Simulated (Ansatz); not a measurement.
# GaH3S + NH3: a complex and its separated parts, part 2 of 2

Ansatz 0.2.0, Gaussian basis. Earlier steps stand in the parts before.

**13. CAM-B3LYP-D4/def2-TZVPP**

The inputs:

parta/in.yaml

```yaml
crystal:
  periodic: [false, false, false]
  atoms:
    - {symbol: Ga, position_ang: [-0.419796, -1.143082, 0.059183]}
    - {symbol: H, position_ang: [-1.362381, -1.206574, -1.180531]}
    - {symbol: H, position_ang: [-0.849743, -0.971158, 1.549048]}
    - {symbol: S, position_ang: [1.726415, -1.318842, -0.384352]}
    - {symbol: H, position_ang: [2.119628, -1.217943, 0.895594]}
basis:
  gaussian: {orbitals: def2-TZVPP}
hamiltonian: {xc: {name: CAM-B3LYP}, dispersion: d4}
```

partb/in.yaml

```yaml
crystal:
  periodic: [false, false, false]
  atoms:
    - {symbol: N, position_ang: [-0.345487, 1.188597, -0.194706]}
    - {symbol: H, position_ang: [0.584629, 1.380068, -0.546082]}
    - {symbol: H, position_ang: [-1.001047, 1.575091, -0.862664]}
    - {symbol: H, position_ang: [-0.452218, 1.713741, 0.664511]}
basis:
  gaussian: {orbitals: def2-TZVPP}
hamiltonian: {xc: {name: CAM-B3LYP}, dispersion: d4}
```

The same command starts each run, in its folder.

The run is started by

```
ansatz run in.yaml --threads 4 --pin off --events-out ev --progress --plain --max-ram 9574MiB
```

Log of parta (excerpt; [...] marks lines left out):

```text
Functional definition: CAM-B3LYP
  name "CAM-B3LYP"
  cite "Yanai, Tew & Handy, Chem. Phys. Lett. 393, 51 (2004) doi:10.1016/j.cplett.2004.06.011"
  cite "Iikura, Tsuneda, Yanai & Hirao, J. Chem. Phys. 115, 3540 (2001) doi:10.1063/1.1383587"
  cite "Becke, Phys. Rev. A 38, 3098 (1988) doi:10.1103/PhysRevA.38.3098"
  cite "Lee, Yang & Parr, Phys. Rev. B 37, 785 (1988) doi:10.1103/PhysRevB.37.785"
[...]
876 factors; their error is unknown
195 factors; integrals over basis functions are off by at most 1.2e-5 eV
[...]
mean field -63266.74942310 eV, -2325.0101575561 hartree, gradient 3.4e-5 eV, S^2 0.000000; 0 other end points of the search recorded, 0 dependent functions left out
reference -63266.74953296 eV, -2325.0101615931 hartree; 25, 25 occupied and 107, 107 virtual orbitals, 876 factors
Total energy: -63266.82231981 eV, -2325.0128364607 hartree
```

Log of partb (excerpt; [...] marks lines left out):

```text
[... 6 set-up lines as earlier in the session ...]
[...]
  # Exact exchange under (alpha + beta erf(omega r))/r, Becke's under what is left of 1/r.
[...]
332 factors; their error is unknown
102 factors; integrals over basis functions are off by at most 1.3e-5 eV
[...]
mean field -1539.00931870 eV, -56.5575492841 hartree, gradient 6.3e-5 eV, S^2 0.000000; 0 other end points of the search recorded, 0 dependent functions left out
reference -1539.00938678 eV, -56.5575517863 hartree; 5, 5 occupied and 68, 68 virtual orbitals, 332 factors
Total energy: -1539.01811168 eV, -56.5578724205 hartree
```

Wall times: 2.3 s (parta), 0.61 s (partb) on 4 threads of AMD EPYC, shared host; peak memory 0.44 GiB.

**14. wB97X-V/def2-TZVPP**

The same edit goes into each in.yaml of step 13 (parta, partb):

```diff
-hamiltonian: {xc: {name: CAM-B3LYP}, dispersion: d4}
+hamiltonian: {xc: {name: wB97X-V}}
```

The same command starts each run, in its folder.

The run is started by

```
ansatz run in.yaml --threads 4 --pin off --events-out ev --progress --plain --max-ram 9574MiB
```

Log of parta (excerpt; [...] marks lines left out):

```text
Functional definition: wB97X-V
  name "wB97X-V"
  cite "Mardirossian & Head-Gordon, Phys. Chem. Chem. Phys. 16, 9904 (2014) doi:10.1039/C3CP54374A"
[... 2 set-up lines as earlier in the session ...]
[...]
      + integral(e_c_pw_opposite_spin*poly(b97_u_opposite, cos0, cos1)) + vv10(b, c)
871 factors; their error is unknown
190 factors; integrals over basis functions are off by at most 1.0e-5 eV
[...]
mean field -63256.79952748 eV, -2324.6445056363 hartree, gradient 6.3e-5 eV, S^2 0.000000; 0 other end points of the search recorded, 0 dependent functions left out
reference -63256.79952573 eV, -2324.6445055717 hartree; 25, 25 occupied and 107, 107 virtual orbitals, 871 factors
Total energy: -63256.79952573 eV, -2324.6445055717 hartree
```

Output in partb (excerpt; [...] marks lines left out):

```text
[... 5 set-up lines as earlier in the session ...]
[...]
      + integral(e_c_pw_opposite_spin*poly(b97_u_opposite, cos0, cos1)) + vv10(b, c)
332 factors; their error is unknown
93 factors; integrals over basis functions are off by at most 8.2e-6 eV
[...]
mean field -1539.14323539 eV, -56.5624706318 hartree, gradient 1.3e-5 eV, S^2 0.000000; 0 other end points of the search recorded, 0 dependent functions left out
reference -1539.14323429 eV, -56.5624705913 hartree; 5, 5 occupied and 68, 68 virtual orbitals, 332 factors
Total energy: -1539.14323429 eV, -56.5624705913 hartree
```

They took 4.4 s (parta), 1 s (partb) on 4 threads of AMD EPYC, shared host; peak memory 0.44 GiB.

**15. wB97M-V/def2-TZVPP**

The same edit goes into each in.yaml of step 14 (parta, partb):

```diff
-hamiltonian: {xc: {name: wB97X-V}}
+hamiltonian: {xc: {name: wB97M-V}}
```

One command serves all of them, each in its own folder.

The run is started by

```
ansatz run in.yaml --threads 4 --pin off --events-out ev --progress --plain --max-ram 9574MiB
```

Log of parta (excerpt; [...] marks lines left out):

```text
Functional definition: wB97M-V
  name "wB97M-V"
  cite "Mardirossian & Head-Gordon, J. Chem. Phys. 144, 214110 (2016) doi:10.1063/1.4952647"
[... 2 set-up lines as earlier in the session ...]
  # Of w^i u^j: cxij and so on, Table III.
[...]
  gx(w, u) = 1 - cx + cx01*u + cx10*w
[...]
      + integral(e_c_pw_mod_opposite_spin*gos(b97_w_opposite, b97_u_opposite)) + vv10(b, c)
871 factors; their error is unknown
190 factors; integrals over basis functions are off by at most 1.0e-5 eV
[...]
mean field -63259.55691125 eV, -2324.7458376205 hartree, gradient 8.1e-5 eV, S^2 0.000000; 0 other end points of the search recorded, 0 dependent functions left out
reference -63259.55695396 eV, -2324.7458391902 hartree; 25, 25 occupied and 107, 107 virtual orbitals, 871 factors
Total energy: -63259.55695396 eV, -2324.7458391902 hartree
```

Output in partb (excerpt; [...] marks lines left out):

```text
[... 5 set-up lines as earlier in the session ...]
  # Of w^i u^j: cxij and so on, Table III.
[...]
  gx(w, u) = 1 - cx + cx01*u + cx10*w
[...]
      + integral(e_c_pw_mod_opposite_spin*gos(b97_w_opposite, b97_u_opposite)) + vv10(b, c)
332 factors; their error is unknown
93 factors; integrals over basis functions are off by at most 8.2e-6 eV
[...]
mean field -1538.84210822 eV, -56.5514044126 hartree, gradient 5.5e-5 eV, S^2 0.000000; 0 other end points of the search recorded, 0 dependent functions left out
reference -1538.84213510 eV, -56.5514054001 hartree; 5, 5 occupied and 68, 68 virtual orbitals, 332 factors
Total energy: -1538.84213510 eV, -56.5514054001 hartree
```

Wall times: 4.8 s (parta), 1.1 s (partb) on 4 threads of AMD EPYC, shared host; peak memory 0.44 GiB.

**16. B2PLYP/def2-TZVPP**

Each input of step 15 (parta, partb) changes in the same lines:

```diff
-hamiltonian: {xc: {name: wB97M-V}}
+hamiltonian: {xc: {name: B2PLYP}}
```

One command serves all of them, each in its own folder.

The run is started by

```
ansatz run in.yaml --threads 4 --pin off --events-out ev --progress --plain --max-ram 9574MiB
```

parta printed (excerpt; [...] marks lines left out):

```text
Functional definition: B2PLYP
  name "B2PLYP"
  cite "Grimme, J. Chem. Phys. 124, 034108 (2006) doi:10.1063/1.2148954"
[... 2 set-up lines as earlier in the session ...]
[...]
782 factors; integrals over basis functions are off by at most 1.1e-3 eV
[...]
mean field -63246.03480245 eV, -2324.2489092881 hartree, gradient 3.0e-6 eV, S^2 0.000000; 0 other end points of the search recorded, 0 dependent functions left out
14 core orbitals not correlated: weight in the atoms' cores, before any rotation towards them, 1.000 or more for the frozen orbitals, at most 0.000 for the correlated occupied ones
reference -63246.03494494 eV, -2324.2489145244 hartree; 11, 11 occupied and 107, 107 virtual orbitals, 782 factors
second order -13.90956556 eV of doubles, -0.00000000 eV of singles
Total energy: -63249.79052764 eV, -2324.3869296430 hartree
```

partb printed (excerpt; [...] marks lines left out):

```text
[... 5 set-up lines as earlier in the session ...]
[...]
416 factors; integrals over basis functions are off by at most 1.1e-3 eV
[...]
mean field -1536.38011386 eV, -56.4609277887 hartree, gradient 8.3e-6 eV, S^2 0.000000; 0 other end points of the search recorded, 0 dependent functions left out
1 core orbitals not correlated: weight in the atoms' cores, before any rotation towards them, 1.000 or more for the frozen orbitals, at most 0.000 for the correlated occupied ones
reference -1536.38020409 eV, -56.4609311044 hartree; 4, 4 occupied and 68, 68 virtual orbitals, 416 factors
second order -7.62105894 eV of doubles, -0.00000000 eV of singles
Total energy: -1538.43789000 eV, -56.5365496670 hartree
```

Times: 3.1 s (parta), 0.71 s (partb) on 4 threads of AMD EPYC, shared host; peak memory 0.44 GiB.

**17. PBE-QIDH/def2-TZVPP**

Each input of step 16 (parta, partb) changes in the same lines:

```diff
-hamiltonian: {xc: {name: B2PLYP}}
+hamiltonian: {xc: {name: PBE-QIDH}}
```

One command serves all of them, each in its own folder.

The run is started by

```
ansatz run in.yaml --threads 4 --pin off --events-out ev --progress --plain --max-ram 9574MiB
```

parta printed (excerpt; [...] marks lines left out):

```text
Functional definition: PBE-QIDH
  name "PBE-QIDH"
  cite "Brémond, Sancho-García, Pérez-Jiménez & Adamo, J. Chem. Phys. 141, 031101 (2014) doi:10.1063/1.4890314"
[... 1 set-up line as earlier in the session ...]
[...]
782 factors; integrals over basis functions are off by at most 1.1e-3 eV
[...]
mean field -63236.76291889 eV, -2323.9081738519 hartree, gradient 3.8e-6 eV, S^2 0.000000; 0 other end points of the search recorded, 0 dependent functions left out
14 core orbitals not correlated: weight in the atoms' cores, before any rotation towards them, 1.000 or more for the frozen orbitals, at most 0.000 for the correlated occupied ones
reference -63236.76292959 eV, -2323.9081742449 hartree; 11, 11 occupied and 107, 107 virtual orbitals, 782 factors
second order -12.80907324 eV of doubles, -0.00000000 eV of singles
Total energy: -63241.03262067 eV, -2324.0650824980 hartree
```

Log of partb (excerpt; [...] marks lines left out):

```text
[... 4 set-up lines as earlier in the session ...]
[...]
416 factors; integrals over basis functions are off by at most 1.1e-3 eV
[...]
mean field -1535.33269768 eV, -56.4224359538 hartree, gradient 2.1e-6 eV, S^2 0.000000; 0 other end points of the search recorded, 0 dependent functions left out
1 core orbitals not correlated: weight in the atoms' cores, before any rotation towards them, 1.000 or more for the frozen orbitals, at most 0.000 for the correlated occupied ones
reference -1535.33270445 eV, -56.4224362025 hartree; 4, 4 occupied and 68, 68 virtual orbitals, 416 factors
second order -7.10232027 eV of doubles, -0.00000000 eV of singles
Total energy: -1537.70014453 eV, -56.5094380210 hartree
```

Times: 3 s (parta), 0.71 s (partb) on 4 threads of AMD EPYC, shared host; peak memory 0.44 GiB.

**18. RPA on PBE/def2-TZVPP**

Each input of step 17 (parta, partb) changes in the same lines:

```diff
-hamiltonian: {xc: {name: PBE-QIDH}}
+hamiltonian: {xc: pbe}
+correlation: {method: rpa}
```

The same command starts each run, in its folder.

The run is started by

```
ansatz run in.yaml --threads 4 --pin off --events-out ev --progress --plain --max-ram 9574MiB
```

parta printed (excerpt; [...] marks lines left out):

```text
[... 4 set-up lines as earlier in the session ...]
[...]
782 factors; integrals over basis functions are off by at most 1.1e-3 eV
[...]
mean field -63250.48080646 eV, -2324.4122969215 hartree, gradient 1.2e-6 eV, S^2 0.000000; 0 other end points of the search recorded, 0 dependent functions left out
14 core orbitals not correlated: weight in the atoms' cores, before any rotation towards them, 1.000 or more for the frozen orbitals, at most 0.000 for the correlated occupied ones
reference -63198.98123966 eV, -2322.5197227495 hartree; 11, 11 occupied and 107, 107 virtual orbitals, 782 factors
Total energy: -63217.85378399 eV, -2323.2132759614 hartree
```

Output in partb (excerpt; [...] marks lines left out):

```text
[... 4 set-up lines as earlier in the session ...]
[...]
416 factors; integrals over basis functions are off by at most 1.1e-3 eV
[...]
mean field -1537.73152345 eV, -56.5105911747 hartree, gradient 7.1e-6 eV, S^2 0.000000; 0 other end points of the search recorded, 0 dependent functions left out
1 core orbitals not correlated: weight in the atoms' cores, before any rotation towards them, 1.000 or more for the frozen orbitals, at most 0.000 for the correlated occupied ones
reference -1529.64064998 eV, -56.2132570592 hartree; 4, 4 occupied and 68, 68 virtual orbitals, 416 factors
Total energy: -1540.11754798 eV, -56.5982759589 hartree
```

Times: 2.4 s (parta), 0.66 s (partb) on 4 threads of AMD EPYC, shared host; peak memory 0.44 GiB.

**19. CCSD(T)/def2-TZVPP**

The same edit goes into each in.yaml of step 18 (parta, partb):

```diff
-hamiltonian: {xc: pbe}
-correlation: {method: rpa}
+correlation: {method: ccsd_t}
```

The same command starts each run, in its folder.

The run is started by

```
ansatz run in.yaml --threads 4 --pin off --events-out ev --progress --plain --max-ram 9574MiB
```

Log of parta (excerpt; [...] marks lines left out):

```text
Functional definition: HF
  name "HF"
  cite "Fock, Z. Phys. 61, 126 (1930) doi:10.1007/BF01340294"
[... 1 set-up line as earlier in the session ...]
[...]
782 factors; integrals over basis functions are off by at most 1.1e-3 eV
[...]
mean field -63200.19837578 eV, -2322.5644516769 hartree, gradient 1.4e-6 eV, S^2 0.000000; 0 other end points of the search recorded, 0 dependent functions left out
14 core orbitals not correlated: weight in the atoms' cores, before any rotation towards them, 1.000 or more for the frozen orbitals, at most 0.000 for the correlated occupied ones
reference -63200.19837578 eV, -2322.5644516769 hartree; 11, 11 occupied and 107, 107 virtual orbitals, 782 factors
second order -11.23074732 eV of doubles, -0.00000000 eV of singles
cycle   1  -11.39794190 eV  change   -1.7e-1 eV  update   9.2e-2
[...]
cycle   9  -11.88526366 eV  change    4.9e-6 eV  update   1.7e-5
perturbative correction -0.49457009 eV, -0.0181751157 hartree
Total energy: -63212.57820953 eV, -2323.0194021759 hartree
```

Log of partb (excerpt; [...] marks lines left out):

```text
[... 4 set-up lines as earlier in the session ...]
[...]
416 factors; integrals over basis functions are off by at most 1.1e-3 eV
[...]
mean field -1529.85248953 eV, -56.2210420189 hartree, gradient 4.0e-6 eV, S^2 0.000000; 0 other end points of the search recorded, 0 dependent functions left out
1 core orbitals not correlated: weight in the atoms' cores, before any rotation towards them, 1.000 or more for the frozen orbitals, at most 0.000 for the correlated occupied ones
reference -1529.85248953 eV, -56.2210420189 hartree; 4, 4 occupied and 68, 68 virtual orbitals, 416 factors
second order -6.38829846 eV of doubles, -0.00000000 eV of singles
cycle   1  -6.57735059 eV  change   -1.9e-1 eV  update   3.9e-2
[...]
cycle   9  -6.72924634 eV  change    3.2e-6 eV  update   2.3e-6
perturbative correction -0.20702202 eV, -0.0076079188 hartree
Total energy: -1536.78875789 eV, -56.4759451795 hartree
```

Times: 11 s (parta), 1.1 s (partb) on 4 threads of AMD EPYC, shared host; peak memory 0.63 GiB.

**20. Vibrations of GaH3S**

The input, vib-parta/in.yaml:

```yaml
crystal:
  periodic: [false, false, false]
  atoms:
    - {symbol: Ga, position_ang: [-0.419796, -1.143082, 0.059183]}
    - {symbol: H, position_ang: [-1.362381, -1.206574, -1.180531]}
    - {symbol: H, position_ang: [-0.849743, -0.971158, 1.549048]}
    - {symbol: S, position_ang: [1.726415, -1.318842, -0.384352]}
    - {symbol: H, position_ang: [2.119628, -1.217943, 0.895594]}
basis:
  gaussian: {orbitals: def2-TZVP}
hamiltonian: {xc: pbe0, dispersion: d4}
phonons: {temperatures: {t_min: 298.15, t_max: 900, t_step: 200}}
```

The run is started by

```
ansatz run in.yaml --threads 4 --pin off --events-out ev --progress --plain --max-ram 9574MiB
```

Log (excerpt; [...] marks lines left out):

```text
[... 5 set-up lines as earlier in the session ...]
[...]
816 factors; their error is unknown
[...]
mean field -63252.49730563 eV, -2324.4864018995 hartree, gradient 6.8e-5 eV, S^2 0.000000; 0 other end points of the search recorded, 0 dependent functions left out
[...]
Atom 2 at    -0.849743    -0.971158     1.549048 Å, force     0.000181     0.000641     0.002428 eV/Å
Atom 3 at     1.726415    -1.318842    -0.384352 Å, force     0.002113    -0.000069    -0.001673 eV/Å
Atom 4 at     2.119628    -1.217943     0.895594 Å, force    -0.000838     0.000156     0.000586 eV/Å
Dipole moment:    -0.140042     0.028093     0.197551 e Å
Vibrations: 399.68 409.87 428.55 595.19 709.63 736.97 2000.46 2015.82 2718.71 cm⁻¹, zero-point energy 0.620843 eV
```

Run time: 38 s. Hardware: 4 threads of AMD EPYC, shared host; peak memory 0.44 GiB.

Wavenumbers and character of the modes:

| mode | wavenumber (cm⁻¹) | character |
| --- | --- | --- |
| 1 | 400 | torsion |
| 2 | 410 | Ga–S stretch |
| 3 | 429 | bend |
| 4 | 595 | out-of-plane bend with torsion |
| 5 | 710 | bend |
| 6 | 737 | bend |
| 7 | 2000 | Ga–H stretch |
| 8 | 2016 | Ga–H stretch |
| 9 | 2719 | S–H stretch |

Vibrational sums (real modes only):

| T (K) | entropy (J/mol/K) | heat capacity (J/mol/K) |
| --- | --- | --- |
| 298 | 15.8 | 29.1 |
| 498 | 34.2 | 42.3 |
| 698 | 49.9 | 50.4 |
| 898 | 63.3 | 56.2 |

**21. Vibrations of NH3**

The input, vib-partb/in.yaml:

```yaml
crystal:
  periodic: [false, false, false]
  atoms:
    - {symbol: N, position_ang: [-0.345487, 1.188597, -0.194706]}
    - {symbol: H, position_ang: [0.584629, 1.380068, -0.546082]}
    - {symbol: H, position_ang: [-1.001047, 1.575091, -0.862664]}
    - {symbol: H, position_ang: [-0.452218, 1.713741, 0.664511]}
basis:
  gaussian: {orbitals: def2-TZVP}
hamiltonian: {xc: pbe0, dispersion: d4}
phonons: {temperatures: {t_min: 298.15, t_max: 900, t_step: 200}}
```

The run is started by

```
ansatz run in.yaml --threads 4 --pin off --events-out ev --progress --plain --max-ram 9574MiB
```

Log (excerpt; [...] marks lines left out):

```text
[... 5 set-up lines as earlier in the session ...]
[...]
287 factors; their error is unknown
[...]
mean field -1537.79931114 eV, -56.5130823265 hartree, gradient 1.4e-5 eV, S^2 0.000000; 0 other end points of the search recorded, 0 dependent functions left out
[...]
Atom 1 at     0.584629     1.380068    -0.546082 Å, force     0.000735     0.000005    -0.001799 eV/Å
Atom 2 at    -1.001047     1.575091    -0.862664 Å, force     0.000728     0.000384     0.000257 eV/Å
Atom 3 at    -0.452218     1.713741     0.664511 Å, force    -0.000990    -0.001398    -0.002313 eV/Å
Dipole moment:     0.052484     0.345059    -0.050133 e Å
Vibrations: 1030.98 1669.45 1669.70 3502.16 3630.94 3631.59 cm⁻¹, zero-point energy 0.938239 eV
```

Wall time 6.5 s (4 threads of AMD EPYC, shared host); peak memory 0.44 GiB.

The modes, with what each moves most:

| mode | wavenumber (cm⁻¹) | character |
| --- | --- | --- |
| 1 | 1031 | bend |
| 2 | 1669 | bend |
| 3 | 1670 | bend |
| 4 | 3502 | N–H stretch |
| 5 | 3631 | N–H stretch |
| 6 | 3632 | N–H stretch |

Vibrational sums (real modes only):

| T (K) | entropy (J/mol/K) | heat capacity (J/mol/K) |
| --- | --- | --- |
| 298 | 0.4 | 1.8 |
| 498 | 2.6 | 7.4 |
| 698 | 6.0 | 13.4 |
| 898 | 10.0 | 18.8 |

**22. Complex less separated parts**

The complex's own energies come from single points at the same levels.

Rows are in def2-TZVPP; times add the 3 runs of a level on a shared host, so small differences are noise.

| method | rung | complex less parts (eV) | from CCSD(T) (eV) | time |
| --- | --- | --- | --- | --- |
| SPW92 | LDA | -1.191 | -0.209 | 3.3 s |
| PBE-D4 | GGA | -0.937 | +0.045 | 4.9 s |
| BLYP-D4 | GGA | -0.848 | +0.134 | 5.1 s |
| r2SCAN-D4 | meta-GGA | -0.992 | -0.010 | 9.2 s |
| B97M-V | meta-GGA | -0.936 | +0.046 | 17 s |
| PBE0-D4 | hybrid | -0.988 | -0.006 | 7.2 s |
| B3LYP-D4 | hybrid | -0.907 | +0.075 | 7 s |
| r2SCAN0-D4 | hybrid | -1.022 | -0.040 | 12 s |
| BHLYP-D4 | hybrid | -0.977 | +0.005 | 7 s |
| CAM-B3LYP-D4 | range-separated hybrid | -0.959 | +0.023 | 8.4 s |
| wB97X-V | range-separated hybrid | -0.973 | +0.009 | 16 s |
| wB97M-V | range-separated hybrid | -0.960 | +0.022 | 18 s |
| B2PLYP | double hybrid | -0.873 | +0.109 | 12 s |
| PBE-QIDH | double hybrid | -1.008 | -0.026 | 12 s |
| RPA on PBE | RPA | -0.906 | +0.076 | 10 s |
| Hartree-Fock | wavefunction | -0.782 | +0.200 |  |
| MP2 | wavefunction | -1.005 | -0.023 |  |
| CCSD | wavefunction | -0.957 | +0.025 |  |
| CCSD(T) | wavefunction | -0.982 | 0 | 1.9 min |

Among the levels timed on like hardware and quicker than the yardstick, those that no quicker one beats, quickest first: SPW92 (3.3 s, -0.209 eV); PBE-D4 (4.9 s, +0.045 eV); BHLYP-D4 (7 s, +0.005 eV).

For cost: BHLYP-D4 gets within 0.005 eV in 7 s, where CCSD(T) took 1.9 min; the quickest level in the cost chart, SPW92, takes 3.3 s and misses by 0.209 eV.

The complex's zero-point energy, from a separate PBE0-D4 run, is 1.681 eV.

**23. Results**

What follows sums up all 2 parts.

```
                              quantity      value
complex less parts, CCSD(T)/def2-TZVPP  -0.982 eV
                with zero-point energy  -0.861 eV
                 largest T1 diagnostic      0.013
```

At CCSD(T) the complex lies 0.982 eV below its parts. Among the functionals BHLYP-D4 lands nearest to CCSD(T) (+0.005 eV) and SPW92 farthest (-0.209 eV). Mean unsigned error by rung: LDA 0.209, GGA 0.090, meta-GGA 0.028, hybrid 0.032, range-separated hybrid 0.018, double hybrid 0.067 eV. PBE-D4 gives a relative energy 0.045 eV too high, outside chemical accuracy (1 kcal/mol, 0.043 eV). No counterpoise was applied, and triple zeta lacks some correlation, so the CCSD(T) reference has a basis error of its own, and close matches with it are partly luck.
